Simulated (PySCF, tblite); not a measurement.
# C₆H₅FNO radical: geometry, infrared bands and EPR parameters

What infrared bands and EPR parameters should C₆H₅FNO radical (`N#C[C@H]1C=CO[C](F)C1`) show?

The runs use tblite 0.8.0 and PySCF 2.14.0, with density-fitted response routines of our own; the level of theory stands in each step. All values are computed, except where a source is named. Atoms count from 0, in the outputs and in this text.

### Step 1. The starting structure

14 atoms, charge 0, multiplicity 2; geometry from: force field or distance geometry start.

Bonds of the start (Å): N0–C1 1.16, C1–C2 1.48, C2–C3 1.52, C3–C4 1.34, C4–O5 1.38, O5–C6 1.38, C6–F7 1.34, C6–C8 1.50, C8–C2 1.53, C2–H9 1.09, C3–H10 1.08, C4–H11 1.08, C8–H12 1.11, C8–H13 1.10.

### Step 2. Geometry optimisation with GFN2-xTB

What the job is given:

```
{"job": {"kind": "relax", "xc": "GFN2-xTB", "basis": "xTB"}, "charge": 0, "multiplicity": 2}
N      2.101800     0.740000    -2.138600
C      1.557700     0.571300    -1.129900
C      0.924300     0.337700     0.190300
C     -0.209300     1.332400     0.368200
C     -1.488500     0.947700     0.261200
O     -1.904800    -0.316900    -0.090300
C     -0.943000    -1.296300    -0.268500
F     -1.299600    -2.503400    -0.737800
C      0.425300    -1.107800     0.316200
H      1.656900     0.511900     0.977700
H      0.032600     2.354300     0.614600
H     -2.338600     1.608900     0.377700
H      0.358900    -1.370900     1.388300
H      1.125700    -1.809400    -0.151200
```

Command:

```bash
OMP_NUM_THREADS=1 python probes_run.py task.json out
```

One launch serves the whole session: the jobs run in the order shown.

Standard output:

```text
step      E/eV     max force
  0    -734.44144    2.024
  1    -734.47628    4.630
  2    -734.54779    1.031
  3    -734.58464    0.609
  4    -734.60963    0.526
  5    -734.62587    0.356
  6    -734.63209    0.238
  7    -734.63716    0.211
  8    -734.64117    0.187
  9    -734.64279    0.101
 10    -734.64386    0.112
 11    -734.64550    0.139
 12    -734.64788    0.213
 13    -734.65041    0.189
 14    -734.65234    0.108
 15    -734.65403    0.102
 16    -734.65588    0.146
 17    -734.65785    0.164
 18    -734.65942    0.121
 19    -734.66034    0.075
 20    -734.66094    0.065
 21    -734.66152    0.076
 22    -734.66209    0.073
 23    -734.66258    0.056
 24    -734.66300    0.072
 25    -734.66342    0.080
 26    -734.66393    0.074
 27    -734.66446    0.063
 28    -734.66492    0.056
 29    -734.66527    0.057
 30    -734.66555    0.055
 31    -734.66575    0.042
 32    -734.66590    0.028
 33    -734.66603    0.033
 34    -734.66616    0.040
 35    -734.66631    0.039
 36    -734.66641    0.023
 37    -734.66647    0.016
 38    -734.66651    0.018
 39    -734.66656    0.025
 40    -734.66663    0.025
 41    -734.66669    0.017
 42    -734.66674    0.019
 43    -734.66681    0.025
 44    -734.66689    0.028
 45    -734.66697    0.023
 46    -734.66702    0.014
 47    -734.66705    0.012
 48    -734.66706    0.010
 49    -734.66708    0.012
 50    -734.66709    0.011
 51    -734.66710    0.009
```

It took 0.31 s on 1 thread of Arm Neoverse V1, shared host.

Along the way: (not every step is listed)

```
step  energy from step 0 (eV)  largest force (eV/Å)
   0                   0.0000                2.0236
   1                  -0.0348                4.6303
   2                  -0.1064                1.0306
   3                  -0.1432                0.6087
   4                  -0.1682                0.5263
   5                  -0.1844                0.3556
   6                  -0.1907                0.2375
   7                  -0.1957                0.2115
   8                  -0.1997                0.1873
  11                  -0.2041                0.1390
  14                  -0.2109                0.1083
  17                  -0.2164                0.1645
  20                  -0.2195                0.0649
  23                  -0.2211                0.0565
  26                  -0.2225                0.0745
  29                  -0.2238                0.0575
  32                  -0.2245                0.0277
  35                  -0.2249                0.0390
  38                  -0.2251                0.0185
  41                  -0.2253                0.0167
  44                  -0.2255                0.0284
  46                  -0.2256                0.0140
  47                  -0.2256                0.0124
  48                  -0.2256                0.0102
  49                  -0.2256                0.0122
  50                  -0.2257                0.0112
  51                  -0.2257                0.0086
```

Distances of close pairs at the start and the end, largest changes first:

```
 bond  before (Å)  after (Å)  change (Å)
O5–C6       1.384      1.344      -0.040
C1–C2       1.483      1.450      -0.033
C4–O5       1.377      1.348      -0.029
N0–C1       1.158      1.143      -0.016
C6–C8       1.500      1.487      -0.013
C2–C3       1.519      1.507      -0.011
C2–C8       1.534      1.541      +0.007
C2–H9       1.090      1.096      +0.007
```

The end geometry stands in the next job.

### Step 3. Infrared spectrum with GFN2-xTB

What the job is given:

```
{"job": {"kind": "ir", "xc": "GFN2-xTB", "basis": "xTB"}, "charge": 0, "multiplicity": 2}
N      1.903328     0.786693    -2.145850
C      1.494267     0.574412    -1.100169
C      0.945538     0.330474     0.219582
C     -0.196181     1.292524     0.426270
C     -1.459123     0.924812     0.181646
O     -1.830279    -0.307068    -0.221969
C     -0.859049    -1.221869    -0.385799
F     -1.372055    -2.455086    -0.576597
C      0.439046    -1.120856     0.332345
H      1.741729     0.508847     0.951794
H      0.031015     2.300790     0.721792
H     -2.306450     1.584705     0.276549
H      0.318234    -1.369704     1.397838
H      1.149302    -1.829147    -0.099597
```

Standard output:

```text
mode    cm-1     km/mol
  1      66.5      3.02
  2      96.9      2.29
  3     171.4      6.96
  4     239.5      2.73
  5     299.8      6.17
  6     349.2      3.95
  7     400.4      9.87
  8     438.6      6.90
  9     465.0      3.65
 10     558.3      2.41
 11     605.0      2.43
 12     742.3     19.20
 13     779.5     35.66
 14     825.7      3.15
 15     831.7      6.87
 16     915.9     39.32
 17     927.2      8.27
 18    1028.4      9.91
 19    1032.1     20.91
 20    1105.7     13.95
 21    1137.7     25.15
 22    1160.3     13.36
 23    1207.1    116.16
 24    1233.7      3.11
 25    1247.4     10.08
 26    1287.3     77.12
 27    1310.1     28.12
 28    1326.8     99.68
 29    1440.5      4.31
 30    1631.2     91.31
 31    2402.8    208.11
 32    2846.7     29.27
 33    2920.3     17.76
 34    2987.4      8.29
 35    3107.8      2.29
 36    3141.1      6.36
```

Run time: 0.42 s. Hardware: 1 thread of Arm Neoverse V1, shared host.

Which atoms move in the most intense modes:

```
cm⁻¹  km/mol                                atoms
 780    35.7   C4 20 %, F7 19 %, C8 16 %, C2 14 %
 916    39.3            C2 30 %, O5 17 %, C8 13 %
1207   116.2          C6 37 %, H12 18 %, H11 13 %
1287    77.1  C6 19 %, H10 16 %, O5 15 %, C4 11 %
1327    99.7            C6 40 %, C8 22 %, O5 13 %
1631    91.3                     C4 46 %, C3 46 %
2403   208.1                     C1 60 %, N0 40 %
2847    29.3                             H12 93 %
```

### Step 4. g tensor and hyperfine couplings: B3LYP/pcH-1

Settings changed since step 3:

```diff
@@ -1,2 +1,2 @@
-{"job": {"kind": "ir", "xc": "GFN2-xTB", "basis": "xTB"}, "charge": 0, "multiplicity": 2}
+{"job": {"kind": "epr", "basis": "pcH-1"}, "charge": 0, "multiplicity": 2}
 N      1.903328     0.786693    -2.145850
```

With the program's defaults for keys left out, this is: UKS B3LYP, pcH-1 on C F H N O, non-relativistic, mean-field spin-orbit, GIAO.

Standard output:

```text
UKS, coarse grid
  cycle   1  E = -461.26157188  |g| = 5.63e-01
  cycle   2  E = -460.97915443  |g| = 1.03e+00
  cycle   3  E = -461.36944552  |g| = 1.92e-01
  cycle   4  E = -461.38288083  |g| = 8.09e-02
  cycle   5  E = -461.38553077  |g| = 2.03e-02
  cycle   6  E = -461.38571811  |g| = 5.83e-03
  cycle   7  E = -461.38573395  |g| = 3.03e-03
  cycle   8  E = -461.38573733  |g| = 1.30e-03
  cycle   9  E = -461.38573878  |g| = 6.23e-04
UKS, final grid
  cycle   1  E = -461.38579957  |g| = 1.09e-03
  cycle   2  E = -461.38579817  |g| = 2.13e-03
  cycle   3  E = -461.38580008  |g| = 1.52e-04
  cycle   4  E = -461.38580009  |g| = 3.99e-05
  cycle   5  E = -461.38580010  |g| = 4.52e-05
  cycle   6  E = -461.38580010  |g| = 2.19e-05
E = -461.38580010 Eh   <S^2> = 0.7541 (exact 0.7500)
g shifts (ppm)      1          2          3
  rmc          -220       -220       -220
  gc              9         40         47
  oz_so        -175       1671       2135
  total        -386       1491       1961
hyperfine (MHz)  atom isotope    a_iso     a_fc   dipolar eigenvalues
    0   14N       0.48       0.48     -0.75     -0.47      1.22
    1   13C       5.15       5.15     -1.49     -0.23      1.72
    2   13C      10.24      10.24     -1.19     -0.81      2.01
    3   13C       6.09       6.09     -7.74     -5.38     13.11
    4   13C      -4.63      -4.63     -3.77      0.54      3.23
    5   17O     -22.69     -22.69    -35.75     16.84     18.91
    6   13C     258.17     258.17    -77.70    -77.51    155.21
    7   19F     181.63     181.63   -214.56   -179.33    393.89
    8   13C      -1.72      -1.72     -4.17     -2.73      6.90
    9    1H       4.20       4.20     -1.85     -1.17      3.02
   10    1H      -5.82      -5.82     -4.46     -1.00      5.47
   11    1H      -0.26      -0.26     -2.70     -2.00      4.70
   12    1H     108.84     108.84     -5.19     -1.84      7.02
   13    1H      28.28      28.28     -6.26     -4.63     10.89
```

Run time: 72 s. Hardware: 1 thread of Arm Neoverse V1, shared host; peak memory 1.1 GiB.

Principal g values 2.00193, 2.00381, 2.00428; g(iso) = 2.00334, against 2.00232 for a free electron.

Hyperfine couplings, nucleus by nucleus at this fixed geometry (no averaging over rotations):

```
nuclei  isotope  a(iso) (MHz)  a(iso) (G, at g = 2.0023)  largest dipolar term (MHz)
    C6      13C         258.2                       92.1                       155.2
    F7      19F         181.6                       64.8                       393.9
   H12       1H         108.8                       38.8                         7.0
   H13       1H          28.3                       10.1                        10.9
    O5      17O         -22.7                       -8.1                       -35.8
    C2      13C          10.2                        3.7                         2.0
    C3      13C           6.1                        2.2                        13.1
   H10       1H          -5.8                       -2.1                         5.5
    C1      13C           5.2                        1.8                         1.7
    C4      13C          -4.6                       -1.7                        -3.8
    H9       1H           4.2                        1.5                         3.0
    C8      13C          -1.7                       -0.6                         6.9
    N0      14N           0.5                        0.2                         1.2
   H11       1H          -0.3                       -0.1                         4.7
```

Mulliken spin populations:

N0 0.01; C1 -0.01; C2 0.00; C3 0.09; C4 -0.02; O5 0.05; C6 0.80; F7 0.05; C8 -0.05; H9 0.00; H10 0.00; H11 0.00; H12 0.07; H13 0.01

In first order the couplings over 0.8 MHz of 19F, 1H give 32 distinct lines over 117.3 G.

Orbitals, density, ELF and potential are computed afterwards from the orbital file.

ELF in a plane through or near 5 of the atoms.

Ten even steps from ' ' (0.00) to '@' (1.00):
```
                                                        
                                                        
                                                        
                                                        
                                  ....                  
                              ..%%@@@@##..              
                    ..::..    ==@@@@@@@@==              
                  ..--**++==++**@@@@@@%%..              
                  ..==::##++@@--##++++..                
            ..::::--**%%****##++++##++  ..::::          
          ==##@@%%##++++##::..--####++..::====..        
          ##@@@@@@%%::==**--    ::==--..::==--..        
          ++%%@@@@**==%%%%**==--++--..    ....          
            ....    ..==**++====****==                  
                  ..++@@@@**::..--==::                  
                  ==%%@@@@**..                          
                  ::**@@%%==                            
                                                        
                                                        
                                                        
```
The map spans 10.7 Å across and 10.6 Å up, centred on the molecule. Atoms in the plane (x, y in Å): C2 (-0.6, 0.7), C3 (-1.2, -0.7), C8 (0.9, 0.7), H10 (-2.2, -0.8), H13 (1.4, 1.6).

On the surface of density 0.002 e/bohr³ the electrostatic potential runs, from the 1st to the 99th percentile, from -1.77 V near N0 to 1.52 V near H9.

The spin density lies nearest to C6 62 %; O5 9 %; F7 8 %.

### Step 5. What came out

```
                                                                  quantity                  value
                                 strongest single infrared mode (GFN2-xTB)  2403 cm⁻¹, 208 km/mol
                                              zero-point energy (GFN2-xTB)          60.4 kcal/mol
                                                            g(iso) (B3LYP)                2.00334
                                                                      ⟨S²⟩     0.754 (exact 0.75)
                                                            largest a(iso)   13C on C6, 258.2 MHz
potential on the surface of density 0.002 e/bohr³, 1st and 99th percentile     -1.77 V and 1.52 V
```

Over 51 steps the energy fell by 0.226 eV; of the close pairs, O5–C6 changed most, 1.384 to 1.344 Å. No mode is imaginary among the 36: a minimum at this level. The strongest single mode, at 2403 cm⁻¹, moves mainly C1 and N0. GFN2-xTB is a fitted tight-binding method: band positions and strengths are rough. Its intensities can rank the bands wrongly. C6 carries the largest spin population, 0.80 e. The isotropic g lies 1.0 ppt above the free-electron value. These values are for one conformer; the search (at its own cheap level) found 1 more, at 0.44 kcal/mol, and measured spectra average over such forms.
